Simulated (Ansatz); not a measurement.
# FH₅HfN₂O: basis-set convergence

The task here is to estimate one member of a computed series from the others.

Program: Ansatz 0.2.0, Gaussian basis. Level of theory: one geometry, several basis sets. These are calculated values, not measurements.

The runs, in order: PBE0-D4/def2-SVP; ωB97M-V/def2-SVP; PBE0-D4/def2-QZVPP; ωB97M-V/def2-QZVPP; the functionals' def2-TZVPP values are taken from earlier runs.

2 further runs of the same task are left out: 2 for a known fault of the program.

**The relaxed structure**

An earlier PBE0-D4 in a triple-zeta def2 set relaxation fixed the geometry. Hf takes the def2 core potential; no spin-orbit term is included.

SMILES `[NH2][Hf]([NH2])([OH])[F]`, 10 atoms, charge 0, spin multiplicity 1.

Atoms are counted from 1 here; the program's logs count them from 0.

Bond lengths: N1–Hf2 2.034 Å, N1–H6 1.010 Å, N1–H7 1.010 Å, Hf2–N3 2.038 Å, Hf2–O4 1.934 Å, Hf2–F5 1.928 Å, N3–H8 1.010 Å, N3–H9 1.010 Å, O4–H10 0.953 Å. Angles: Hf2–N1–H6 125.3°, Hf2–N1–H7 125.7°, H6–N1–H7 108.7°, N1–Hf2–N3 106.3°, N1–Hf2–O4 106.7°, N1–Hf2–F5 113.2°, N3–Hf2–O4 112.8°, N3–Hf2–F5 106.7°, O4–Hf2–F5 111.1°, Hf2–N3–H8 125.3°, Hf2–N3–H9 125.9°, H8–N3–H9 108.7°, Hf2–O4–H10 150.1°.

The first run:

Contents of in.yaml:

```yaml
crystal:
  periodic: [false, false, false]
  atoms:
    - {symbol: N, position_ang: [-1.352325, 0.665996, 1.006236]}
    - {symbol: Hf, position_ang: [0.260096, 0.446111, -0.214310]}
    - {symbol: N, position_ang: [1.181600, -1.278716, 0.358525]}
    - {symbol: O, position_ang: [-0.419823, 0.368299, -2.022672]}
    - {symbol: F, position_ang: [1.559084, 1.857195, -0.020304]}
    - {symbol: H, position_ang: [-2.316986, 0.648003, 0.707329]}
    - {symbol: H, position_ang: [-1.321296, 0.918908, 1.984063]}
    - {symbol: H, position_ang: [0.759958, -2.009958, 0.912456]}
    - {symbol: H, position_ang: [2.135688, -1.538557, 0.150619]}
    - {symbol: H, position_ang: [-0.485995, -0.077291, -2.861932]}
basis:
  gaussian: {orbitals: def2-SVP}
hamiltonian: {xc: pbe0, dispersion: d4}
output: {orbitals: {seedname: orbitals}}
```

Run with:

```
> ansatz run in.yaml --threads 4 --pin off --events-out ev --progress --plain --max-ram 10444MiB
```

Among the steps run: PBE0-D4 in def2-SVP; ωB97M-V in def2-SVP; PBE0-D4 in def2-QZVPP; ωB97M-V in def2-QZVPP.

One of the session's tables, all rows but one given; the rest of the session is left out.

It belongs to the step «Functionals by basis». 

```
functional       basis  HOMO (eV)  LUMO (eV)
   PBE0-D4    def2-SVP      -7.02       0.07
   PBE0-D4  def2-TZVPP      -7.18      -0.10
   PBE0-D4  def2-QZVPP      -7.24      -0.37
   ωB97M-V    def2-SVP          ?          ?
   ωB97M-V  def2-TZVPP      -9.55       1.05
   ωB97M-V  def2-QZVPP      -9.62       0.51
```

**Question.** Estimate the row for ωB97M-V, def2-SVP.

As computed: HOMO (eV): -9.38; LUMO (eV): 1.30. In the column «HOMO (eV)» it lies between ωB97M-V, def2-TZVPP (-9.55) and PBE0-D4, def2-QZVPP (-7.24).
